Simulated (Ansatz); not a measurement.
Consider a convergence test of the plane-wave cutoff of CdSe, space group F-43m (Ansatz's Python interface).

The script, `cdse.py`:
```python
# -*- coding: utf-8 -*-
import warnings

import ansatz
from pymatgen.core import Lattice, Structure
from pymatgen.io.ase import AseAtomsAdaptor
from tabulate import tabulate


def main():
    warnings.simplefilter("ignore", ansatz.DeckWarning)

    pmg_structure = Structure(
        Lattice([(0.0, 3.07027, 3.07027), (3.07027, 0.0, 3.07027), (3.07027, 3.07027, 0.0)]),
        ["Cd", "Se"],
        [
            (0.0, 0.0, 0.0),
            (0.75, 0.75, 0.75),
        ],
    )
    structure = ansatz.Crystal.from_ase(AseAtomsAdaptor.get_atoms(pmg_structure))

    calc = (
        structure.calculation()
        .functional("pbe")
        .kpoints(6)
        .occupations("fixed")
        .forces()
        .stress()
    )

    rows = []
    for value in [250, 350, 450, 550, 650]:
        report = calc.basis(value).run(threads=1, pin="off").report
        rows.append((value, report["free_energy_ev"] / len(report["lattice"]["sites"]), report["n_iterations"], sum(report["stress_gpa"][i][i] for i in range(3)) / 3, max(abs(f) for row in report["forces_ev_ang"] for f in row), report["n_pw"]))

    print(tabulate(rows, headers=["cutoff (eV)", "F/atom (eV)", "iterations", "P (GPa)", "max component (eV/A)", "plane waves"], floatfmt=".4f", tablefmt="github"))

    for row in rows[:-1]:
        shift = 1000 * (row[1] - rows[-1][1])
        print(f"{row[0]}: {shift:+.2f} meV/atom" + ("  (within 2 meV)" if abs(shift) < 2 else ""))


if __name__ == "__main__":
    main()
```

From which cutoff on is the energy per atom within 2 meV of the last row, and how does it get there?

From 450 eV on it stays within 2 meV an atom of the value at 650 eV; the first row (250 eV) is off by 999.2 meV and the last but one by 0.12 meV. The energy falls steadily, as expected when plane waves are added. The pressure moves from 1.65 to 1.29 GPa (the program's stress holds a Pulay correction, so it settles early).

The output:

```console
$ python cdse.py
|   cutoff (eV) |   F/atom (eV) |   iterations |   P (GPa) |   max component (eV/A) |   plane waves |
|---------------|---------------|--------------|-----------|------------------------|---------------|
|           250 |    -6861.3955 |            7 |    1.6549 |                 0.0000 |           531 |
|           350 |    -6862.3907 |            6 |    1.2990 |                 0.0000 |           869 |
|           450 |    -6862.3937 |            6 |    1.2956 |                 0.0000 |          1243 |
|           550 |    -6862.3945 |            6 |    1.2934 |                 0.0000 |          1687 |
|           650 |    -6862.3946 |            6 |    1.2929 |                 0.0000 |          2109 |
250: +999.15 meV/atom
350: +3.90 meV/atom
450: +0.88 meV/atom  (within 2 meV)
550: +0.12 meV/atom  (within 2 meV)
```

Forces vanish by symmetry here and test nothing. Pressure is positive in compression. The structure comes from a database of computed cells and needn't be a stable or known phase. Shifts are counted from the last row, which is itself no proven limit. The script silences the warnings on its input, which a real study should read. Timing: 10 s on 1 thread of Arm Neoverse V1 (shared host), peak memory 0.5 GiB.
